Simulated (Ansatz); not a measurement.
# FGaH₄OSSi: how energies converge with the basis set

The task here is to estimate one member of a computed series from the others.

Computed with Ansatz 0.2.0, Gaussian basis. Level: one geometry, several basis sets.

Levels to be run: PBE0-D4/def2-SVP; ωB97M-V/def2-SVP; PBE0-D4/def2-QZVPP; ωB97M-V/def2-QZVPP; the functionals' def2-TZVPP values are taken from earlier runs.

## Structure used throughout

The geometry comes from an earlier relaxation with PBE0-D4 in a triple-zeta def2 set; it is a stationary point, not always the lowest conformer.

9 atoms, charge 0, spin multiplicity 1.

Atoms are counted from 1 here; the program's logs count them from 0.

Bond lengths: O1–Ga2 1.785 Å, O1–H6 0.960 Å, Ga2–S3 2.214 Å, Ga2–Si4 2.407 Å, S3–H7 1.344 Å, Si4–F5 1.604 Å, Si4–H8 1.486 Å, Si4–H9 1.486 Å. Angles: Ga2–O1–H6 115.2°, O1–Ga2–S3 118.2°, O1–Ga2–Si4 120.1°, S3–Ga2–Si4 121.6°, Ga2–S3–H7 94.9°, Ga2–Si4–F5 110.4°, Ga2–Si4–H8 110.8°, Ga2–Si4–H9 110.8°, F5–Si4–H8 108.0°, F5–Si4–H9 108.1°, H8–Si4–H9 108.7°.

Coordinates:

```xyz
9

O    -0.2404    2.0936    0.1612
Ga    0.3353    0.4267   -0.1151
S     2.4010    0.1414   -0.8596
Si   -1.1078   -1.4421    0.3501
F    -2.6359   -0.9624    0.4275
H     0.3918    2.7844   -0.0483
H     2.7025    1.4507   -0.8651
H    -1.0033   -2.4693   -0.7185
H    -0.7547   -2.0694    1.6506
```

The first run:

File in.yaml:

```yaml
crystal:
  periodic: [false, false, false]
  atoms:
    - {symbol: O, position_ang: [-0.240387, 2.093620, 0.161210]}
    - {symbol: Ga, position_ang: [0.335304, 0.426719, -0.115095]}
    - {symbol: S, position_ang: [2.400991, 0.141378, -0.859598]}
    - {symbol: Si, position_ang: [-1.107823, -1.442108, 0.350080]}
    - {symbol: F, position_ang: [-2.635943, -0.962392, 0.427547]}
    - {symbol: H, position_ang: [0.391784, 2.784417, -0.048261]}
    - {symbol: H, position_ang: [2.702481, 1.450673, -0.865094]}
    - {symbol: H, position_ang: [-1.003267, -2.469256, -0.718534]}
    - {symbol: H, position_ang: [-0.754742, -2.069350, 1.650647]}
basis:
  gaussian: {orbitals: def2-SVP}
hamiltonian: {xc: pbe0, dispersion: d4}
output: {orbitals: {seedname: orbitals}}
```

Steps of the session up to this table: PBE0-D4 in def2-SVP; ωB97M-V in def2-SVP; PBE0-D4 in def2-QZVPP; ωB97M-V in def2-QZVPP.

One of the session's tables, all rows but one given; the rest of the session is left out.

It belongs to the step «Functionals by basis». 

```
functional       basis  HOMO (eV)  LUMO (eV)
   PBE0-D4    def2-SVP      -7.68      -1.31
   PBE0-D4  def2-TZVPP      -7.81      -1.51
   PBE0-D4  def2-QZVPP          ?          ?
   ωB97M-V    def2-SVP      -9.83       0.50
   ωB97M-V  def2-TZVPP     -10.00       0.24
   ωB97M-V  def2-QZVPP     -10.04       0.11
```

**Question.** Estimate the row for PBE0-D4, def2-QZVPP.

The run gave: HOMO (eV): -7.84; LUMO (eV): -1.57. In the column «HOMO (eV)» it lies between ωB97M-V, def2-SVP (-9.83) and PBE0-D4, def2-TZVPP (-7.81).
